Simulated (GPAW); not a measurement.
# TaN (Fm-3m) in GPAW: notebook, part 2 of 3

GPAW 26.7.0. The steps go on from the part before.

## (4) Single point from a typed occupation, PBE+U, collinear spin, ferromagnetic start

File run.py:

```python
import numpy as np
from ase.io import read
from ase.units import Ha
from gpaw import PW
from gpaw.dft import DFT
from gpaw.hubbard import aoom

atoms = read('POSCAR')
atoms.set_initial_magnetic_moments([2.0, 0.0])

def hold(setup, l, U, n_smm):
    """Build the Hubbard potential of this atom from a typed occupation matrix."""
    free = setup.hubbard_u.calculate

    def calculate(setup, D_sii):
        energy, dH_sii = free(setup, D_sii)
        m = 2 * l + 1
        first = np.cumsum([0] + [2 * x + 1 for x in setup.l_j])
        blocks = [slice(first[j], first[j] + m) for j, x in enumerate(setup.l_j) if x == l]
        for s, n_mm in enumerate(n_smm):
            _, V_ii = aoom(D_sii[s], l, setup.l_j, setup.n_j, setup.N0_q)
            for i1 in blocks:
                for i2 in blocks:
                    V_ii[i1, i2] *= U / Ha / 2 * (np.eye(m) - 2 * np.array(n_mm))
            dH_sii[s] = V_ii
        return energy, dH_sii

    setup.hubbard_u.calculate = calculate
    return free

# occupation matrices [spin][m][m'] in real spherical harmonics, m = -l ... l
start = {
    0: [[[0.6147, -0.4772, 0.0151, -0.0792, -0.0515],
         [-0.4772, 0.3902, -0.0269, 0.0268, -0.0938],
         [0.0151, -0.0269, 0.0121, 0.0249, 0.1021],
         [-0.0792, 0.0268, 0.0249, 0.0715, 0.2423],
         [-0.0515, -0.0938, 0.1021, 0.2423, 0.9116]],
        [[0.0, 0.0, 0.0, 0.0, 0.0],
         [0.0, 0.0, 0.0, 0.0, 0.0],
         [0.0, 0.0, 0.0, 0.0, 0.0],
         [0.0, 0.0, 0.0, 0.0, 0.0],
         [0.0, 0.0, 0.0, 0.0, 0.0]]],
}

dft = DFT(atoms,
          mode=PW(600),
          xc='PBE',
          kpts={'size': (7, 7, 7), 'gamma': True},
          occupations={'name': 'methfessel-paxton', 'order': 0, 'width': 0.05},
          setups={0: ':d,4.0'},
          nbands=21,
          convergence={'density': 0.0001, 'energy': 1e-05},
          maxiter=120,
          symmetry={'point_group': False},
          converge=False,
          txt='gpaw.txt')
free = {a: hold(dft.setups[a], l, 4, start[a]) for a, l in {0: 2}.items()}
dft.converge(steps=13)
for a, calculate in free.items():
    dft.setups[a].hubbard_u.calculate = calculate
dft.converge()
print(f'Energy: {dft.calculate_energy():.6f} eV')
print('Forces (eV/A):')
print(dft.calculate_forces().round(4))
print('Stress (eV/A^3):', dft.calculate_stress().round(6))
print('Moments:', dft.magmoms()[1][:, 2].round(3))
dft.write_converged()
dft.write_gpw_file('gs.gpw')
for a, l in {0: 2}.items():
    setup = dft.setups[a]
    for s, D_ii in enumerate(dft.density.D_asii[a]):
        n_mm = aoom(D_ii, l, setup.l_j, setup.n_j, setup.N0_q)[0]
        print(f'atom {a} spin {s} trace {n_mm.trace():.4f} eigenvalues', *np.linalg.eigvalsh(n_mm).round(3))
        np.savetxt(f'occupation-{a}-{s}.dat', n_mm, fmt='%8.4f')
```

File POSCAR:

```
TaN
1.0
    0.0000000000      2.1790013100      2.1790013100
    2.1790013100      0.0000000000      2.1790013100
    2.1790013100      2.1790013100      0.0000000000
Ta N
1 1
Direct
    0.5000000000      0.5000000000      0.5000000000
    0.0000000000      0.0000000000      0.0000000000
```

Potentials or basis: GPAW PAW data sets (gpaw-data 1.2.1), pw.

Started as:

```bash
$ OMP_NUM_THREADS=1 python run.py
```

gpaw.txt:

```text
Diagonalizing LCAO Hamiltonian
Converting LCAO to pw mode

              Ta

       N

Atoms  # Å, Bohr magnetons
|   | symbol |        x |        y |        z |    initial magnetic moments |
|---|--------|----------|----------|----------|-----------------------------|
| 0 |     Ta | 2.179001 | 2.179001 | 2.179001 | ( 0.0000,  0.0000,  2.0000) |
| 1 |      N | 0.000000 | 0.000000 | 0.000000 | ( 0.0000,  0.0000,  0.0000) |

Unit cell  # Å
| periodic |        x |        y |        z |  lengths |    angles |
|----------|----------|----------|----------|----------|-----------|
|      yes | 0.000000 | 2.179001 | 2.179001 | 3.081573 | 60.000000 |
|      yes | 2.179001 | 0.000000 | 2.179001 | 3.081573 | 60.000000 |
|      yes | 2.179001 | 2.179001 | 0.000000 | 3.081573 | 60.000000 |

Number of symmetries: 1
Symmetry operations  # r_c * U_cc + t_c -> r_c
|   | kind |            matrix            |
|---|------|------------------------------|
| 0 |  E   |  1, 0, 0,  0, 1, 0,  0, 0, 1 |

BZ-sampling:
  Number of BZ points: 343
  Number of IBZ points: 172

  Monkhorst-Pack size: [7, 7, 7]
  Monkhorst-Pack shift: [0, 0, 0]

K-points  # in reciprocal-cell coordinates
|     |                                coordinates |     weight |
|-----|--------------------------------------------|------------|
|   0 | (  0.00000000,   0.00000000,   0.00000000) | 0.00291545 |
|   1 | (  0.00000000,   0.00000000,   0.14285714) | 0.00583090 |
|   2 | (  0.00000000,   0.00000000,   0.28571429) | 0.00583090 |
|   3 | (  0.00000000,   0.00000000,   0.42857143) | 0.00583090 |
|   4 | (  0.00000000,   0.14285714,  -0.42857143) | 0.00583090 |
|   5 | (  0.00000000,   0.14285714,  -0.28571429) | 0.00583090 |
|   6 | (  0.00000000,   0.14285714,  -0.14285714) | 0.00583090 |
|   7 | (  0.00000000,   0.14285714,   0.00000000) | 0.00583090 |
|   8 | (  0.00000000,   0.14285714,   0.14285714) | 0.00583090 |
|   9 | (  0.00000000,   0.14285714,   0.28571429) | 0.00583090 |
| ... |                                            |            |
| 171 | (  0.42857143,   0.42857143,   0.42857143) | 0.00583090 |

Plane wave coefficients: 701
Cutoff: 600.0 eV

Spin-components: 2 (collinear spins)
Bands:           21
Projectors:      11
Spin-degeneracy: 1
Datatype:        complex128

Parallelization:
  kpt:    1
  domain: 1
  band:   1

Density:
  Valence electrons: 18.0
  Components: 2
  Grid points: [18 18 18]
  Charge: 0.0  # |e|

Potential:
  Grid points: [18 18 18]

species:
  Ta:
    name:    Tantalum
    Z:       73.0
    valence: 13
    core:    60
    charge:  0.0  # [|e|]
    Hubbard: {U: 4.0,  # eV
              l: 2,
              scale: True}
    compensation charges:
      type: gauss
      rc: 0.42  # [Å]
      lmax: 2
    cutoffs:
      filter: 2.36  # [Å]
      core: 3.45  # [Å]
    projectors
    | kind |    occ | energy [eV] | rcut [Å] |
    |------|--------|-------------|----------|
    |   5s |  2.000 |     -72.790 |    1.365 |
    |   6s |  2.000 |      -5.429 |    1.365 |
    |   5p |  6.000 |     -39.427 |    1.349 |
    |   6p |  0.000 |      -1.396 |    1.349 |
    |   5d |  3.000 |      -3.603 |    1.307 |
    |    d |        |      23.609 |    1.307 |

    Using partial waves for Ta as LCAO basis

  N:
    name:    Nitrogen
    Z:       7.0
    valence: 5
    core:    2
    charge:  0.0  # [|e|]
    compensation charges:
      type: gauss
      rc: 0.18  # [Å]
      lmax: 2
    cutoffs:
      filter: 1.11  # [Å]
      core: 0.96  # [Å]
    projectors
    | kind |    occ | energy [eV] | rcut [Å] |
    |------|--------|-------------|----------|
    |   2s |  2.000 |     -18.583 |    0.603 |
    |   2p |  3.000 |      -7.089 |    0.529 |
    |    s |        |       8.629 |    0.603 |
    |    p |        |      20.123 |    0.529 |
    |    d |        |       0.000 |    0.577 |

    Using partial waves for N as LCAO basis

Reference energy: -425654.162905  # eV

eigensolver:
  PPCG
  Converge bands: occupied
  niter=2

density mixing:
  MSR1-Mixer
  Pratt-step length: 0.05
  Maximum mixing coefficient: 0.75
  Old densities: 10
  SVD Regularization: 0.005
  Good broyden scale: 1.0
  Trust region scale: 1.0
  Backstep threshold: 4.0
  History deletion threshold: 6.0
  Fourier metric: weight=20.0, sigma=0.015

occupation numbers:
  Methfessel-Paxton:
    width: 0.0500  # eV
    order: 0

poisson solver:
  ecut: 4800.0  # eV

xc functional:
  name: PBE with 2 nearest neighbor stencil

convergence criteria:
- Maximum integral of absolute [dens]ity change: 0.0001 electrons / valence electron
- Maximum [total energy] change in last 3 cyles: 1e-05 eV / valence electron
- Maximum integral of absolute [eigenst]ate change: 4e-08 eV^2 / valence electron
maximum number of iterations: 120

SCF iterations
|iter     | |      energy | eigst |  dens |  magmom |
|---------|-|-------------|-------|-------|---------|
|iter:   1| |  -16.708079 | +0.21 |       |  +1.9972|
|iter:   2| |  -17.541889 | -1.69 | -0.73 |  +1.9359|
|iter:   3| |  -14.296034 | -1.37 | -0.79 |  +1.8435|
|iter:   4| |  -14.303095 | -3.25 | -1.15 |  +1.6758|
|iter:   5| |  -14.570241 | -2.75 | -1.26 |  +1.1693|
|iter:   6| |  -14.632926 | -4.42 | -1.90 |  +1.0697|
|iter:   7| |  -14.678048 | -4.77 | -2.25 |  +1.0000|
|iter:   8| |  -14.684961 | -5.59 | -2.79 |  +0.9817|
|iter:   9| |  -14.687483 | -5.97 | -3.20 |  +0.9725|
|iter:  10| |  -14.687475 | -7.38 | -3.86 |  +0.9722|
|iter:  11| |  -14.687694 | -7.60c| -4.23c|  +0.9722|
|iter:  12| |  -14.688137 | -7.73c| -4.47c|  +0.9720|
convergence criteria:
- Maximum integral of absolute [dens]ity change: 0.0001 electrons / valence electron
- Maximum [total energy] change in last 3 cyles: 1e-05 eV / valence electron
- Maximum integral of absolute [eigenst]ate change: 4e-08 eV^2 / valence electron
maximum number of iterations: 120

SCF iterations
|iter     | |      energy | eigst |  dens |  magmom |
|---------|-|-------------|-------|-------|---------|
|iter:   1| |  -14.688169 | -9.57c|       |  +0.9720|
|iter:   2| |  -15.029360 | -3.03 | -5.91c|  +0.9720|
|iter:   3| |  -15.030196 | -5.98 | -1.58 |  +0.9715|
|iter:   4| |  -15.029362 | -7.49c| -1.58 |  +0.9720|
|iter:   5| |  -15.029639 | -8.51c| -1.58 |  +0.9719|
|iter:   6| |  -15.029362 | -8.51c| -1.58 |  +0.9720|
|iter:   7| |  -15.029587 | -7.83c| -1.58 |  +0.9719|
|iter:   8| |  -15.029362 | -7.83c| -1.58 |  +0.9720|
|iter:   9| |  -15.029554 | -7.87c| -1.58 |  +0.9719|
|iter:  10| |  -15.029362 | -7.87c| -1.58 |  +0.9720|
[... 95 further cycles ...]
|iter: 106| |  -15.283188 | -5.56 | -3.06 |  +0.6598|
|iter: 107| |  -15.283456 | -5.25 | -3.28 |  +0.6493|
|iter: 108| |  -15.283520 | -6.13 | -3.49 |  +0.6507|
|iter: 109| |  -15.283620c| -5.57 | -3.60 |  +0.6520|
|iter: 110| |  -15.283720 | -5.53 | -3.64 |  +0.6557|
|iter: 111| |  -15.283752c| -6.39 | -3.81 |  +0.6541|
|iter: 112| |  -15.283772c| -6.72 | -4.05c|  +0.6540|
|iter: 113| |  -15.283778c| -7.20 | -4.21c|  +0.6533|
|iter: 114| |  -15.283789c| -6.85 | -4.43c|  +0.6533|
|iter: 115| |  -15.283787c| -8.30c| -4.70c|  +0.6532|
SCF steps: 115
Energy contributions relative to reference atoms: (reference = -425654.162905)

Energy contributions:
  Kinetic:          33.990344
  Coulomb:         -30.655241
  Zero:             -0.188360
  External:          0.000000
  Xc:              -18.430070
  Entropy:          -0.000922
  Spinorbit:         0.000000
  ----------------------------
  Free energy:     -15.284248
  Extrapolated:    -15.283787

Forces  # eV/Ang
|       x |        y |        z |
|---------|----------|----------|
| 0.00000 | -0.00000 | -0.00000 |  # Ta   0
| 0.00000 |  0.00000 |  0.00000 |  # N    1

Stress tensor  # eV/Ang^3
|         x |         y |         z |
|-----------|-----------|-----------|
| -0.189904 |  0.000017 | -0.024518 |
|  0.000017 | -0.255902 |  0.000025 |
| -0.024518 |  0.000025 | -0.189816 |

Total magnetic moment: (0.000000, 0.000000, 0.653203)

Local magnetic moments
|        x |        y |        z |
|----------|----------|----------|
| 0.000000 | 0.000000 | 0.558606 |  # Ta   0
| 0.000000 | 0.000000 | 0.029975 |  # N    1

Fermi level: 15.994
Eigenvalues  # (at kpt = [0.000, 0.000, 0.000])
| band index |      eig [eV] | occ [0-1] |      eig [eV] | occ [0-1] |
|------------|---------------|-----------|---------------|-----------|
|          0 |       -53.340 |     1.000 |       -53.075 |     1.000 |
|        ... |               |           |               |           |
|          3 |       -19.763 |     1.000 |       -19.211 |     1.000 |
|          4 |        -2.889 |     1.000 |        -2.780 |     1.000 |
|          5 |        10.756 |     1.000 |        12.372 |     1.000 |
|          6 |        12.274 |     1.000 |        12.432 |     1.000 |
|          7 |        12.348 |     1.000 |        12.472 |     1.000 |
|          8 |        12.383 |     1.000 |        14.569 |     1.000 |
[... 8 lines left out ...]
|         17 |        41.396 |     0.000 |        41.814 |     0.000 |
|         18 |        42.796 |     0.000 |        42.907 |     0.000 |
|        ... |               |           |               |           |
|         20 |        43.229 |     0.000 |        43.764 |     0.000 |

No gap
No difference between direct/indirect transitions
Writing to gs.gpw (mode='')

  __  _  _
 | _ |_)|_||  |
 |__||  | ||/\| - 26.7.0

Input parameters:
  mode=PW(ecut=600.0),
  convergence={'density': 0.0001, 'energy': 1e-05},
  kpts=MonkhorstPack(size=(7, 7, 7), gamma=True),
  maxiter=120,
  nbands=21,
  occupations=Occupations(name='methfessel-paxton', order=0, width=0.05),
  setups={0: ':d,4.0'},
  symmetry=Symmetry(point_group=False),
  xc=XC(name='PBE')
# Writing to gs.gpw (mode='')
```

Run time: 10 min. Hardware: 1 thread of Intel Xeon Platinum 8488C (Sapphire Rapids), shared host; peak memory 0.25 GiB.

The run converged, but a check on its numbers failed (symmetry, net force, bounds or a known fault of this set-up), so they aren't taken as properties of the crystal.

Caveat: the cutoff is short for stress and forces, so pressures can be off by a GPa or more; the occupation matrix was held by a function in the script for the first cycles and then freed; the end state hangs on it; a pressure of tens of GPa on the cell as given is suspect, and the run, the potentials or the cell itself is likely at fault; the result breaks the symmetry of the cell.

## (5) Single point from a typed occupation, PBE+U, collinear spin, zero start

run.py, as its differences from that of step 4:

```diff
@@ -1,3 +1,3 @@
 import numpy as np
-from ase.io import read
+from ase import Atoms
 from ase.units import Ha
@@ -7,4 +7,10 @@
 
-atoms = read('POSCAR')
-atoms.set_initial_magnetic_moments([2.0, 0.0])
+atoms = Atoms(['Ta', 'N'],
+              cell=[[0.0, 2.17900131, 2.17900131],
+                    [2.17900131, 0.0, 2.17900131],
+                    [2.17900131, 2.17900131, 0.0]],
+              scaled_positions=[[0.5, 0.5, 0.5],
+                                [0.0, 0.0, 0.0]],
+              pbc=True)
+atoms.set_initial_magnetic_moments([0.0, 0.0])
 
@@ -34,8 +40,8 @@
 start = {
-    0: [[[0.6147, -0.4772, 0.0151, -0.0792, -0.0515],
-         [-0.4772, 0.3902, -0.0269, 0.0268, -0.0938],
-         [0.0151, -0.0269, 0.0121, 0.0249, 0.1021],
-         [-0.0792, 0.0268, 0.0249, 0.0715, 0.2423],
-         [-0.0515, -0.0938, 0.1021, 0.2423, 0.9116]],
-        [[0.0, 0.0, 0.0, 0.0, 0.0],
+    0: [[[1.0, 0.0, 0.0, 0.0, 0.0],
+         [0.0, 0.0, 0.0, 0.0, 0.0],
+         [0.0, 0.0, 0.0, 0.0, 0.0],
+         [0.0, 0.0, 0.0, 0.0, 0.0],
+         [0.0, 0.0, 0.0, 0.0, 0.0]],
+        [[1.0, 0.0, 0.0, 0.0, 0.0],
          [0.0, 0.0, 0.0, 0.0, 0.0],
@@ -51,3 +57,3 @@
           occupations={'name': 'methfessel-paxton', 'order': 0, 'width': 0.05},
-          setups={0: ':d,4.0'},
+          setups={0: ':d,2.0'},
           nbands=21,
@@ -55,2 +61,3 @@
           maxiter=120,
+          spinpol=True,
           symmetry={'point_group': False},
@@ -58,4 +65,4 @@
           txt='gpaw.txt')
-free = {a: hold(dft.setups[a], l, 4, start[a]) for a, l in {0: 2}.items()}
-dft.converge(steps=13)
+free = {a: hold(dft.setups[a], l, 2, start[a]) for a, l in {0: 2}.items()}
+dft.converge(steps=16)
 for a, calculate in free.items():
```

Potentials or basis: GPAW PAW data sets (gpaw-data 1.2.1), pw.

Started as:

```bash
$ OMP_NUM_THREADS=1 python run.py
```

gpaw.txt:

```text
Diagonalizing LCAO Hamiltonian
Converting LCAO to pw mode

              Ta

       N

Atoms  # Å, Bohr magnetons
|   | symbol |        x |        y |        z |    initial magnetic moments |
|---|--------|----------|----------|----------|-----------------------------|
| 0 |     Ta | 2.179001 | 2.179001 | 2.179001 | ( 0.0000,  0.0000,  0.0000) |
| 1 |      N | 0.000000 | 0.000000 | 0.000000 | ( 0.0000,  0.0000,  0.0000) |

Unit cell  # Å
| periodic |        x |        y |        z |  lengths |    angles |
|----------|----------|----------|----------|----------|-----------|
|      yes | 0.000000 | 2.179001 | 2.179001 | 3.081573 | 60.000000 |
|      yes | 2.179001 | 0.000000 | 2.179001 | 3.081573 | 60.000000 |
|      yes | 2.179001 | 2.179001 | 0.000000 | 3.081573 | 60.000000 |

Number of symmetries: 1
Symmetry operations  # r_c * U_cc + t_c -> r_c
|   | kind |            matrix            |
[... 213 lines left out ...]
Local magnetic moments
|        x |        y |         z |
|----------|----------|-----------|
| 0.000000 | 0.000000 | -0.000000 |  # Ta   0
| 0.000000 | 0.000000 |  0.000000 |  # N    1

Fermi level: 16.240
Eigenvalues  # (at kpt = [0.000, 0.000, 0.000])
| band index |      eig [eV] | occ [0-1] |      eig [eV] | occ [0-1] |
|------------|---------------|-----------|---------------|-----------|
|          0 |       -53.492 |     1.000 |       -53.492 |     1.000 |
|        ... |               |           |               |           |
|          3 |       -19.901 |     1.000 |       -19.901 |     1.000 |
|          4 |        -2.896 |     1.000 |        -2.896 |     1.000 |
|          5 |        12.296 |     1.000 |        12.296 |     1.000 |
|          6 |        12.296 |     1.000 |        12.296 |     1.000 |
|          7 |        12.296 |     1.000 |        12.296 |     1.000 |
|          8 |        14.055 |     1.000 |        14.055 |     1.000 |
[... 8 lines left out ...]
|         17 |        40.699 |     0.000 |        40.699 |     0.000 |
|         18 |        43.109 |     0.000 |        43.109 |     0.000 |
|        ... |               |           |               |           |
|         20 |        43.109 |     0.000 |        43.109 |     0.000 |

No gap
No difference between direct/indirect transitions
Writing to gs.gpw (mode='')

  __  _  _
 | _ |_)|_||  |
 |__||  | ||/\| - 26.7.0

Input parameters:
  mode=PW(ecut=600.0),
  convergence={'density': 0.0001, 'energy': 1e-05},
  kpts=MonkhorstPack(size=(7, 7, 7), gamma=True),
  maxiter=120,
  nbands=21,
  occupations=Occupations(name='methfessel-paxton', order=0, width=0.05),
  setups={0: ':d,2.0'},
  spinpol=True,
  symmetry=Symmetry(point_group=False),
  xc=XC(name='PBE')
# Writing to gs.gpw (mode='')
```

occupation-0-0.dat:

```text
  0.3793  -0.0000  -0.0000  -0.0000   0.0000
 -0.0000   0.3793   0.0000  -0.0000  -0.0000
 -0.0000   0.0000   0.2823   0.0000  -0.0000
 -0.0000  -0.0000   0.0000   0.3793   0.0000
  0.0000  -0.0000  -0.0000   0.0000   0.2823
```

Wall time 15 min (1 thread of AMD EPYC 7R43 (Zen 3), shared host); peak memory 0.26 GiB.

What came out:

```yaml
Free_energy: -17.5645 eV
Pressure: 13.3 GPa
Band_gap_on_the_k_mesh: none (metal or under the smearing width)
Net_moment: 0.00 μB per cell
```

Eigenvalues of the final occupation matrices:
```tsv
site	spin	trace	eigenvalues
atom 1 	1	1.70	0.28 0.28 0.38 0.38 0.38
atom 1 	2	1.70	0.28 0.28 0.38 0.38 0.38
```

Caveat: the cutoff is short for stress and forces, so pressures can be off by a GPa or more; the occupation matrix was held by a function in the script for the first cycles and then freed; the end state hangs on it. The run has no spin-orbit coupling, so splittings on Ta are missing.

(Part 2 of 3 ends here.)
